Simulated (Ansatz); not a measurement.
# TiSnTe3: the cost of one run

Method: DFT PBE, scalar-relativistic, plane waves, PAW, in Ansatz 0.2.0.

## 1. The system as given

The structure is tetragonal, space group P4mm (No. 99). The conventional cell has a = 5.025 Å, b = 5.025 Å, c = 6.883 Å, α = 90.00°, β = 90.00°, γ = 90.00°. Around Ti (site symmetry 4mm) lie 4 Te at 2.97 Å. Sn (site symmetry 4mm) is surrounded by 6 Te at 2.64 to 3.47 Å. Te (site symmetry 2mm) is surrounded by 2 Sn at 2.64 Å and 2 Ti at 2.97 Å. Te (site symmetry 4mm) is surrounded by 2 Sn at 3.41 to 3.47 Å.

Coordinates:

```cif
data_structure
_symmetry_space_group_name_H-M 'P 1'
_symmetry_Int_Tables_number 1
_cell_length_a 5.0247
_cell_length_b 5.0247
_cell_length_c 6.8832
_cell_angle_alpha 90.000
_cell_angle_beta 90.000
_cell_angle_gamma 90.000
_cell_volume 173.78
loop_
_atom_site_label
_atom_site_type_symbol
_atom_site_fract_x
_atom_site_fract_y
_atom_site_fract_z
_atom_site_occupancy
Ti1 Ti 0.50000 0.50000 0.86556 1
Sn1 Sn 0.00000 0.00000 0.75146 1
Te1 Te 0.00000 0.50000 0.63586 1
Te2 Te 0.50000 0.00000 0.63586 1
Te3 Te 0.00000 0.00000 0.25576 1
```

A structure generator made this guess: random cell by space group and Wyckoff sites (P4mm, No. 99). Lengths come from tabulated atomic sizes and are only a guess.

## 2. A first look at the guess

input.yaml reads:

```yaml
crystal:
  lattice:
    - [5.02470714, 0.0, 0.0]
    - [0.0, 5.02470714, 0.0]
    - [0.0, 0.0, 6.88316294]
  atoms:
    - { symbol: Ti, position: [0.5, 0.5, 0.86555559] }
    - { symbol: Sn, position: [0.0, 0.0, 0.75146372] }
    - { symbol: Te, position: [0.0, 0.5, 0.63586291] }
    - { symbol: Te, position: [0.5, 0.0, 0.63586291] }
    - { symbol: Te, position: [0.0, 0.0, 0.25576461] }
basis:
  ecutwfc: 420
kpoints:
  mp_grid: { grid: [4, 4, 4] }
hamiltonian:
  xc: pbe
scf:
  occupations: { method: gaussian, width: 0.1 }
  lower_state_search: "off"
output:
  forces: true
  stress: true
  eigenvalues: true
```

On the command line:

```sh
$ ansatz run input.yaml --threads 1 --pin off --max-ram 2560MiB --backend cpu --events-out ev --progress --plain --runs-dir out
```

Q: Estimate wall time and peak memory on 1 thread of Arm Neoverse V2, shared host.

About 11 s, with a peak of 0.42 GiB.
